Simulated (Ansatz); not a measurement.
**CH6ClFOSi: a dynamics run in two tries**

Aim: a short trajectory for this system.

All numbers below are computed with Ansatz 0.2.0 (UHF/def2-SVP).

**1. The system as given**

Bond lengths: Si1–F2 2.003 Å, Si1–H3 1.448 Å, Si1–H4 1.443 Å, Si1–Cl5 2.037 Å, Si1–O7 2.064 Å, O7–C8 1.397 Å, C8–H9 1.092 Å, C8–H10 1.094 Å, C8–H11 1.092 Å. Angles (14 of 17 angles, heavy atoms first): F2–Si1–Cl5 162.5°, F2–Si1–O7 67.8°, Cl5–Si1–O7 95.0°, Si1–O7–C8 121.9°, F2–Si1–H3 82.6°, F2–Si1–H4 84.0°, H3–Si1–Cl5 101.7°, H3–Si1–O7 111.9°, H4–Si1–Cl5 103.7°, H4–Si1–O7 101.7°, O7–C8–H9 109.1°, O7–C8–H10 112.1°, O7–C8–H11 108.5°, H3–Si1–H4 135.4°.

As a file:

```xyz
11

Si   -0.5360   -0.9437   -0.9977
F     0.8837   -1.9274    0.0165
H     0.5293   -0.7808   -1.9647
H    -1.3805   -2.0333   -0.5726
Cl   -1.8591    0.4849   -1.5969
H     0.7366   -1.0001    0.7692
O    -0.0886   -0.0329    0.7998
C     0.3488    1.2917    0.8669
H    -0.4192    1.9435    0.4453
H     1.2829    1.4446    0.3179
H     0.5021    1.5535    1.9163
```

**2. The run**

input.yaml reads:

```yaml
crystal:
  periodic: [false, false, false]
  atoms:
    - { symbol: Si, position_ang: [-0.536, -0.9437, -0.9977] }
    - { symbol: F, position_ang: [0.8837, -1.9274, 0.0165] }
    - { symbol: H, position_ang: [0.5293, -0.7808, -1.9647] }
    - { symbol: H, position_ang: [-1.3805, -2.0333, -0.5726] }
    - { symbol: Cl, position_ang: [-1.8591, 0.4849, -1.5969] }
    - { symbol: H, position_ang: [0.7366, -1.0001, 0.7692] }
    - { symbol: O, position_ang: [-0.0886, -0.0329, 0.7998] }
    - { symbol: C, position_ang: [0.3488, 1.2917, 0.8669] }
    - { symbol: H, position_ang: [-0.4192, 1.9435, 0.4453] }
    - { symbol: H, position_ang: [1.2829, 1.4446, 0.3179] }
    - { symbol: H, position_ang: [0.5021, 1.5535, 1.9163] }
magnetization:
  spin_polarized: true
basis:
  gaussian: { orbitals: def2-SVP }
hamiltonian:
  xc: hf
md:
  timestep: 0.5
  n_steps: 25
  ensemble: nve
  temperature: 1000.0
  initial_velocities: maxwell_boltzmann
  seed: 336514
  masses: [{ species: Si, mass: 0.0 }]
```

On the command line:

```console
ansatz run input.yaml --threads 2 --pin off --max-ram 3072MiB --backend cpu --events-out ev --progress --plain --runs-dir out
```

What does the calculation give? Wanted: first try.

The runs gave:

```
 quantity                                                                     value
first try                                                                   refused
    cause  an atom is given no mass, so any force would accelerate it without limit
```

In words: The fault in the first input was caught at the input check and cost nothing.
